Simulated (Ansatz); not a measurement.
# SbC: the cost of one run

Program: Ansatz 0.2.0. Level of theory: DFT PBE, scalar-relativistic, plane waves, PAW. These are calculated values, not measurements.

5 further runs of the same task are left out: 1 that didn't finish, 4 set aside as unsound or not needed.

## 1. Starting point

The structure is cubic, space group P2_13 (No. 198). The conventional cell has a = 5.076 Å, b = 5.076 Å, c = 5.076 Å, α = 90.00°, β = 90.00°, γ = 90.00°. Around Sb (site symmetry 3) lie 7 C at 2.55 to 2.86 Å. Around C (site symmetry 3) lie 7 Sb at 2.55 to 2.86 Å.

As a file:

```cif
data_structure
_symmetry_space_group_name_H-M 'P2_13'
_symmetry_Int_Tables_number 198
_cell_length_a 5.0757
_cell_length_b 5.0757
_cell_length_c 5.0757
_cell_angle_alpha 90.000
_cell_angle_beta 90.000
_cell_angle_gamma 90.000
_cell_volume 130.76
loop_
_atom_site_label
_atom_site_type_symbol
_atom_site_symmetry_multiplicity
_atom_site_Wyckoff_symbol
_atom_site_fract_x
_atom_site_fract_y
_atom_site_fract_z
_atom_site_occupancy
Sb1 Sb 4 a 0.13400 0.13400 0.13400 1
C1 C 4 a 0.84450 0.84450 0.84450 1
```

This is candidate A: FeSi (B20) type (P2_13, No. 198).

(A quick probe on a coarse mesh, which set the mesh and smearing, is not shown.)

## 3. A loose first relaxation (candidate A)

Contents of input.yaml:

```yaml
crystal:
  lattice:
    - [5.0756756392, 0.0, 0.0]
    - [0.0, 5.0756756392, 0.0]
    - [0.0, 0.0, 5.0756756392]
  atoms:
    - { symbol: Sb, position: [0.134, 0.134, 0.134] }
    - { symbol: Sb, position: [0.366, 0.866, 0.634] }
    - { symbol: Sb, position: [0.634, 0.366, 0.866] }
    - { symbol: Sb, position: [0.866, 0.634, 0.366] }
    - { symbol: C, position: [0.8445, 0.8445, 0.8445] }
    - { symbol: C, position: [0.6555, 0.1555, 0.3445] }
    - { symbol: C, position: [0.3445, 0.6555, 0.1555] }
    - { symbol: C, position: [0.1555, 0.3445, 0.6555] }
basis:
  ecutwfc: 420
kpoints:
  mp_grid: { grid: [4, 4, 4] }
hamiltonian:
  xc: pbe
scf:
  occupations: { method: gaussian, width: 0.1 }
  lower_state_search: "off"
output:
  forces: true
  stress: true
  eigenvalues: true
relax:
  adjacent_minimum: "off"
  f_tol: 0.04
  max_steps: 70
  cell: { stress_tol: 0.4 }
```

On the command line:

```bash
$ ansatz run input.yaml --threads 1 --pin off --max-ram 2560MiB --backend cpu --events-out ev --progress --plain --runs-dir out
```

Q: Estimate wall time and peak memory on 1 thread of an x86-64 CPU, shared host.

About 2.9 min, with a peak of 0.4 GiB.
